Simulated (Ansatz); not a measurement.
**CH3F3OSi: molecular dynamics**

The plan is to follow the molecule's vibrations and see whether its bonds hold. The start is relaxed first. Runs: 40 steps of 2.5 fs under a Langevin thermostat at 500 K. SMILES of the start: CO[Si](F)(F)F.

All numbers below are computed with Ansatz 0.2.0 (RHF/6-31G*).

### Step 1. The structure to begin with

Bond lengths: Si1–O2 1.680 Å, O2–C3 1.420 Å, C3–H4 1.110 Å, C3–H5 1.110 Å, C3–H6 1.110 Å, Si1–F7 1.590 Å, Si1–F8 1.589 Å, Si1–F9 1.589 Å. Angles: Si1–O2–C3 125.0°, O2–Si1–F7 109.5°, O2–Si1–F8 109.5°, O2–Si1–F9 109.5°, F7–Si1–F8 109.5°, F7–Si1–F9 109.5°, F8–Si1–F9 109.5°, O2–C3–H4 109.5°, O2–C3–H5 109.5°, O2–C3–H6 109.5°, H4–C3–H5 109.4°, H4–C3–H6 109.4°, H5–C3–H6 109.4°.

Structure file:

```xyz
9

Si    0.0000    0.0000    0.0000
O     0.0000    0.0000    1.6800
C    -1.1112   -0.3437    2.4945
H    -1.8140   -0.9775    1.9143
H    -0.7584   -0.9037    3.3856
H    -1.6313    0.5809    2.8212
F     1.4994    0.0000   -0.5295
F    -0.7489    1.2974   -0.5295
F    -0.7489   -1.2974   -0.5295
```

### Step 2. Relaxing the start

input.yaml

```yaml
crystal:
  periodic: [false, false, false]
  atoms:
    - { symbol: Si, position_ang: [0.0, 0.0, 0.0] }
    - { symbol: O, position_ang: [0.0, 0.0, 1.68] }
    - { symbol: C, position_ang: [-1.1112, -0.3437, 2.4945] }
    - { symbol: H, position_ang: [-1.814, -0.9775, 1.9143] }
    - { symbol: H, position_ang: [-0.7584, -0.9037, 3.3856] }
    - { symbol: H, position_ang: [-1.6313, 0.5809, 2.8212] }
    - { symbol: F, position_ang: [1.4994, 0.0, -0.5295] }
    - { symbol: F, position_ang: [-0.7489, 1.2974, -0.5295] }
    - { symbol: F, position_ang: [-0.7489, -1.2974, -0.5295] }
basis:
  gaussian: { orbitals: "6-31G*" }
hamiltonian:
  xc: hf
relax:
  f_tol: 0.02
  max_steps: 40
```

The run is started by

```
$ ansatz run input.yaml --threads 1 --pin off --max-ram 2048MiB --backend cpu --events-out ev --progress --plain --runs-dir out
```

The log of the run, cut to the lines that bear on the results:

```text
Warning: RAYON_NUM_THREADS=1 ignored (pool sized by the plan → 1); use --threads N
[...]
Functional definition: HF
[...]
981 factors; integrals over basis functions are off by at most 3.5e-4 eV
[...]
mean field -19101.10095119 eV, -701.9525127651 hartree, gradient 2.3e-5 eV, S^2 0.000000; 0 other end points of the search recorded, 0 dependent functions left out
[...]
reference -19101.10095119 eV, -701.9525127651 hartree; 29, 29 occupied and 71, 71 virtual orbitals, 981 factors
relax step   1: F+E_penalty+E_count = -19101.10095119 eV  Δ(F+E_penalty+E_count) = +0.000e0 eV  max|allowed force component| = 2.447e0 eV/Å  Δτ_max = 0.0000 Å  (33 SCF iters, accepted)
[...]
relax step   4: F+E_penalty+E_count = -19101.35076495 eV  Δ(F+E_penalty+E_count) = -4.817e-3 eV  max|allowed force component| = 9.308e-2 eV/Å  Δτ_max = 0.0245 Å  (31 SCF iters, accepted)
[...]
relax step   7: F+E_penalty+E_count = -19101.36041933 eV  Δ(F+E_penalty+E_count) = -3.711e-3 eV  max|allowed force component| = 1.616e-2 eV/Å  Δτ_max = 0.0696 Å  (30 SCF iters, accepted)
[...]
relax step  10: F+E_penalty+E_count = -19101.36093049 eV  Δ(F+E_penalty+E_count) = +1.888e-4 eV  max|allowed force component| = 1.454e-1 eV/Å  Δτ_max = 0.0719 Å  (30 SCF iters, rejected (line search))
[...]
relax step  13: F+E_penalty+E_count = -19101.36212043 eV  Δ(F+E_penalty+E_count) = -2.572e-4 eV  max|allowed force component| = 3.099e-2 eV/Å  Δτ_max = 0.0046 Å  (24 SCF iters, accepted)
[...]
relax step  14: F+E_penalty+E_count = -19101.36226677 eV  Δ(F+E_penalty+E_count) = -1.463e-4 eV  max|allowed force component| = 3.190e-3 eV/Å  Δτ_max = 0.0131 Å  (32 SCF iters, accepted)
981 factors; integrals over basis functions are off by at most 3.7e-4 eV
mean field -19101.36226677 eV, -701.9621159354 hartree, gradient 2.5e-5 eV, S^2 0.000000; 1 other end points of the search recorded, 0 dependent functions left out
[...]
reference -19101.36226677 eV, -701.9621159354 hartree; 29, 29 occupied and 71, 71 virtual orbitals, 981 factors
Total energy: -19101.36226677 eV, -701.9621159354 hartree
Atom 0 at    -0.011306    -0.009495     0.031701 Å, force    -0.003190    -0.000431     0.001874 eV/Å
Atom 1 at    -0.014314    -0.242434     1.606323 Å, force     0.001835    -0.001235    -0.000074 eV/Å
Atom 2 at    -1.112228    -0.374883     2.484397 Å, force    -0.001463    -0.000389    -0.001350 eV/Å
Atom 3 at    -1.752658    -1.190083     2.171981 Å, force     0.000123     0.000007     0.000934 eV/Å
Atom 4 at    -0.720121    -0.585772     3.467240 Å, force     0.001173     0.000895     0.000254 eV/Å
Atom 5 at    -1.683356     0.544266     2.516260 Å, force     0.000110     0.000439    -0.001247 eV/Å
Atom 6 at     1.462184    -0.016159    -0.485589 Å, force     0.000609     0.000046     0.000355 eV/Å
Atom 7 at    -0.669298     1.358445    -0.362910 Å, force     0.000048    -0.000154     0.000522 eV/Å
Atom 8 at    -0.812202    -1.127885    -0.722303 Å, force     0.000756     0.000821    -0.001268 eV/Å
Dipole moment:    -0.328194    -0.068479     0.461163 e Å
```

It took 32 s on 1 thread of Arm Neoverse V2, shared host; peak memory 0.19 GiB.

Relaxation path:

```csv
step,energy from step 1 (eV),largest force component (eV/Å)
1,0.0000,2.4470
2,-0.1905,1.6010
3,-0.2450,0.1554
4,-0.2498,0.0931
5,-0.2543,0.1010
6,-0.2558,0.1222
7,-0.2595,0.0162
8x,-0.2402,0.7070
9,-0.2602,0.0289
10x,-0.2600,0.1454
11,-0.2604,0.0776
12,-0.2609,0.0729
13,-0.2612,0.0310
14,-0.2613,0.0032
```

Step 1 is the start. 2 steps were tried and not accepted (marked x).

After: Bond lengths: Si1–O2 1.592 Å, O2–C3 1.412 Å, C3–H4 1.083 Å, C3–H5 1.079 Å, C3–H6 1.083 Å, Si1–F7 1.562 Å, Si1–F8 1.568 Å, Si1–F9 1.569 Å. Angles: Si1–O2–C3 129.1°, O2–Si1–F7 109.2°, O2–Si1–F8 112.1°, O2–Si1–F9 111.7°, F7–Si1–F8 108.4°, F7–Si1–F9 108.6°, F8–Si1–F9 106.7°, O2–C3–H4 110.6°, O2–C3–H5 107.6°, O2–C3–H6 110.4°, H4–C3–H5 109.3°, H4–C3–H6 109.6°, H5–C3–H6 109.3°.

### Step 3. Dynamics

40 steps of 2.5 fs under a Langevin thermostat at 500 K, from the relaxed start.

input.yaml

```yaml
crystal:
  periodic: [false, false, false]
  atoms:
    - { symbol: Si, position_ang: [-0.011306, -0.009495, 0.031701] }
    - { symbol: O, position_ang: [-0.014314, -0.242434, 1.606323] }
    - { symbol: C, position_ang: [-1.112228, -0.374883, 2.484397] }
    - { symbol: H, position_ang: [-1.752658, -1.190083, 2.171981] }
    - { symbol: H, position_ang: [-0.720121, -0.585772, 3.46724] }
    - { symbol: H, position_ang: [-1.683356, 0.544266, 2.51626] }
    - { symbol: F, position_ang: [1.462184, -0.016159, -0.485589] }
    - { symbol: F, position_ang: [-0.669298, 1.358445, -0.36291] }
    - { symbol: F, position_ang: [-0.812202, -1.127885, -0.722303] }
basis:
  gaussian: { orbitals: "6-31G*" }
hamiltonian:
  xc: hf
md:
  timestep: 2.5
  n_steps: 40
  ensemble: nvt_langevin
  temperature: 500.0
  initial_velocities: maxwell_boltzmann
  seed: 624769
  friction: 0.05
```

The run is started by

```
$ ansatz run input.yaml --threads 1 --pin off --max-ram 2048MiB --backend cpu --events-out ev --progress --plain --runs-dir out
```

The log of the run, cut to the lines that bear on the results:

```text
Warning: RAYON_NUM_THREADS=1 ignored (pool sized by the plan → 1); use --threads N
[...]
[... 1 set-up line as earlier in the session ...]
[...]
974 factors; integrals over basis functions are off by at most 3.7e-4 eV
[...]
mean field -19101.36224090 eV, -701.9621149848 hartree, gradient 1.4e-5 eV, S^2 0.000000; 0 other end points of the search recorded, 0 dependent functions left out
[...]
reference -19101.36224090 eV, -701.9621149848 hartree; 29, 29 occupied and 71, 71 virtual orbitals, 974 factors
md step     0: t =     0.00 fs  T =   444.4 K  F+E_penalty+E_count = -19101.36224090 eV  E_kin = 0.517040 eV  (33 SCF iters)
[...]
md step    10: t =    25.00 fs  T =   257.7 K  F+E_penalty+E_count = -19100.96240014 eV  E_kin = 0.299764 eV  (31 SCF iters)
[...]
md step    20: t =    50.00 fs  T =   556.8 K  F+E_penalty+E_count = -19100.95249744 eV  E_kin = 0.647788 eV  (30 SCF iters)
[...]
Total energy: -19101.11351516 eV, -701.9529744822 hartree
Atom 0 at    -0.042902     0.158972     0.082910 Å, force     1.123360    -1.009015    -0.859087 eV/Å
Atom 1 at    -0.146015    -0.079051     1.627285 Å, force    -0.153520    -0.444282     1.839199 eV/Å
Atom 2 at    -1.173871    -0.665671     2.428089 Å, force     0.906867     0.003931     1.845715 eV/Å
Atom 3 at    -1.437756    -1.648492     2.097841 Å, force    -0.133287    -0.223124    -0.667768 eV/Å
Atom 4 at    -0.848685    -0.822122     3.509750 Å, force     0.054025     0.700060    -1.875224 eV/Å
Atom 5 at    -2.020768    -0.009512     2.446481 Å, force    -0.363993     0.093912    -0.122888 eV/Å
Atom 6 at     1.415567     0.299361    -0.480747 Å, force     0.034857     0.369617     0.617989 eV/Å
Atom 7 at    -0.853340     1.376065    -0.386221 Å, force    -0.758229     1.287118    -0.361976 eV/Å
Atom 8 at    -0.567274    -1.089866    -0.676499 Å, force    -0.710080    -0.778216    -0.415960 eV/Å
Dipole moment:    -0.355298    -0.142866     0.529066 e Å
```

Wall time 75 s (1 thread of Arm Neoverse V2, shared host); peak memory 0.19 GiB.

### Step 4. The trajectory

One step in 3; energies are changes from step 0:

```csv
time (fs),T (K),potential energy change (meV/atom)
0.0,444,0.0
7.5,295,39.0
15.0,159,49.5
22.5,378,25.7
30.0,427,29.9
37.5,367,52.0
45.0,424,66.1
52.5,476,43.5
60.0,391,35.2
67.5,451,54.8
75.0,396,38.4
82.5,424,36.4
90.0,413,24.1
97.5,582,34.7
100.0,569,27.6
```

time (fs), T (K) and a bar:
```
      0.0        444 #################
      5.0        291 ###
      7.5        295 ###
     12.5        267 #
     17.5        351 ########
     22.5        378 ###########
     25.0        258 
     30.0        427 ###############
     35.0        572 #############################
     40.0        457 ##################
     42.5        422 ###############
     47.5        505 ######################
     52.5        476 ####################
     57.5        450 #################
     60.0        391 ############
     65.0        450 #################
     70.0        414 ##############
     75.0        396 #############
     77.5        548 ##########################
     82.5        424 ###############
     87.5        350 ########
     92.5        572 #############################
     95.0        589 ##############################
    100.0        569 ############################
```

### Step 5. Frames from the trajectory

Extended XYZ, with forces in eV/Å:

```xyz
9
time_fs=12.5 T=267 dE=0.4143
Si   -0.048    0.003    0.049    4.410    0.143    0.679
O    -0.004   -0.235    1.653   -0.038    0.307   -0.559
C    -1.083   -0.399    2.545   -2.288    0.103   -0.286
H    -1.721   -1.229    2.246    0.607   -0.397   -0.020
H    -0.782   -0.582    3.581    0.405    0.430   -0.741
H    -1.834    0.429    2.485    1.388   -0.171    0.333
F     1.485   -0.008   -0.579   -2.829   -0.010    1.475
F    -0.658    1.355   -0.368   -0.561    1.028   -0.084
F    -0.813   -1.100   -0.676   -1.093   -1.433   -0.797
9
time_fs=25.0 T=258 dE=0.3998
Si    0.001    0.028    0.053   -2.345   -1.116    1.491
O    -0.030   -0.268    1.652   -0.444   -0.070   -1.211
C    -1.181   -0.485    2.541    3.084   -2.758   -0.789
H    -1.670   -1.497    2.353    0.741    1.825    0.120
H    -0.652   -0.492    3.490   -1.039    0.078    0.145
H    -1.789    0.327    2.380   -1.846    1.488    0.241
F     1.403    0.024   -0.553    1.639    0.045   -0.271
F    -0.706    1.360   -0.354    0.016    0.568    0.191
F    -0.850   -1.071   -0.695    0.193   -0.060    0.082
9
time_fs=37.5 T=367 dE=0.4684
Si   -0.041    0.029    0.065    0.520    0.956   -0.620
O    -0.164   -0.329    1.588    1.707    1.208    0.113
C    -1.173   -0.552    2.471   -2.262   -0.274    2.731
H    -1.539   -1.529    2.312   -0.158   -1.316    0.003
H    -0.807   -0.514    3.536   -0.242    0.253   -1.507
H    -2.136    0.037    2.417    1.796    0.289   -0.425
F     1.437    0.037   -0.531   -1.228    0.177    0.914
F    -0.777    1.383   -0.264    0.574   -0.039    0.052
F    -0.839   -1.049   -0.682   -0.707   -1.253   -1.260
9
time_fs=50.0 T=557 dE=0.4097
Si   -0.071    0.072    0.064   -1.611   -0.057   -2.234
O    -0.166   -0.263    1.549    0.530   -0.771    2.859
C    -1.136   -0.661    2.486   -1.224   -0.613   -2.283
H    -1.595   -1.662    2.245    1.215    1.106    0.619
H    -0.702   -0.515    3.407    0.913   -0.783    2.126
H    -1.926    0.040    2.461   -1.013    0.694   -0.229
F     1.383    0.064   -0.464    0.619    0.403   -0.169
F    -0.827    1.423   -0.234    0.547   -0.090   -0.253
F    -0.851   -1.055   -0.712    0.026    0.113   -0.436
9
time_fs=62.5 T=285 dE=0.3862
Si   -0.149    0.092   -0.001    1.968   -0.401    4.044
O    -0.106   -0.172    1.630   -0.216    0.151   -1.590
C    -1.117   -0.677    2.468   -0.078    1.099    1.073
H    -1.362   -1.677    2.151   -0.763    0.042   -0.218
H    -0.687   -0.808    3.494   -0.542    0.575   -1.111
H    -1.983    0.073    2.490    1.187   -1.736    0.114
F     1.361    0.083   -0.384    0.208    0.407   -0.568
F    -0.804    1.461   -0.254   -0.595    0.820   -0.755
F    -0.801   -1.064   -0.758   -1.169   -0.956   -0.991
9
time_fs=75.0 T=396 dE=0.3454
Si   -0.129    0.080    0.046    0.459    0.779   -1.677
O    -0.109   -0.089    1.625   -0.713   -0.564   -0.497
C    -1.066   -0.695    2.455    0.895    1.420    1.870
H    -1.278   -1.678    2.195    0.500   -2.043   -0.300
H    -0.649   -0.567    3.469   -0.630   -0.654   -0.662
H    -2.029   -0.252    2.429   -0.607    1.227   -0.181
F     1.400    0.182   -0.373   -1.068   -0.093   -0.051
F    -0.836    1.471   -0.334    0.503   -1.528    0.108
F    -0.804   -1.096   -0.834    0.660    1.457    1.391
9
time_fs=87.5 T=350 dE=0.2770
Si   -0.063    0.125    0.066   -0.363   -0.764   -0.370
O    -0.174   -0.058    1.629    0.753   -0.183    0.185
C    -1.089   -0.707    2.500   -1.052    0.407   -2.945
H    -1.136   -1.769    2.184   -0.672    0.939    0.372
H    -0.650   -0.661    3.439    0.189    0.249    1.769
H    -2.038   -0.099    2.374    1.006   -1.632    0.873
F     1.409    0.210   -0.429    0.461    0.247    0.137
F    -0.837    1.397   -0.365   -0.246    0.828   -0.325
F    -0.697   -1.054   -0.763   -0.077   -0.092    0.304
9
time_fs=100.0 T=569 dE=0.2487
Si   -0.043    0.159    0.083    1.123   -1.009   -0.859
O    -0.146   -0.079    1.627   -0.153   -0.444    1.839
C    -1.174   -0.666    2.428    0.907    0.004    1.846
H    -1.438   -1.649    2.098   -0.133   -0.223   -0.668
H    -0.849   -0.822    3.510    0.054    0.700   -1.875
H    -2.021   -0.009    2.446   -0.364    0.094   -0.123
F     1.416    0.299   -0.481    0.035    0.370    0.618
F    -0.853    1.376   -0.386   -0.758    1.287   -0.362
F    -0.567   -1.090   -0.676   -0.710   -0.778   -0.416
```

### Step 6. What came out

| quantity | value |
| --- | --- |
| relaxation of the start | 11 moves, 0.261 eV lower |
| length | 40 steps of 2.5 fs |
| temperature, first and last step | 444 and 569 K |
| temperature, second half | mean 468 K, from 285 to 589 K |
| potential energy, second half | +38 meV/atom from the start |
| bonds formed or broken | 0 |

In words: Against a set 500 K the second half averages 468 K with a spread of 82 K. A step of 2.5 fs is long for atoms as light as 1 u, and this run prints no conserved energy by which to check it. No bond forms or breaks. A run of 100 fs with 9 atoms shows the motion but fixes no equilibrium value. The nuclei move classically, without zero-point motion, which matters most for hydrogen.
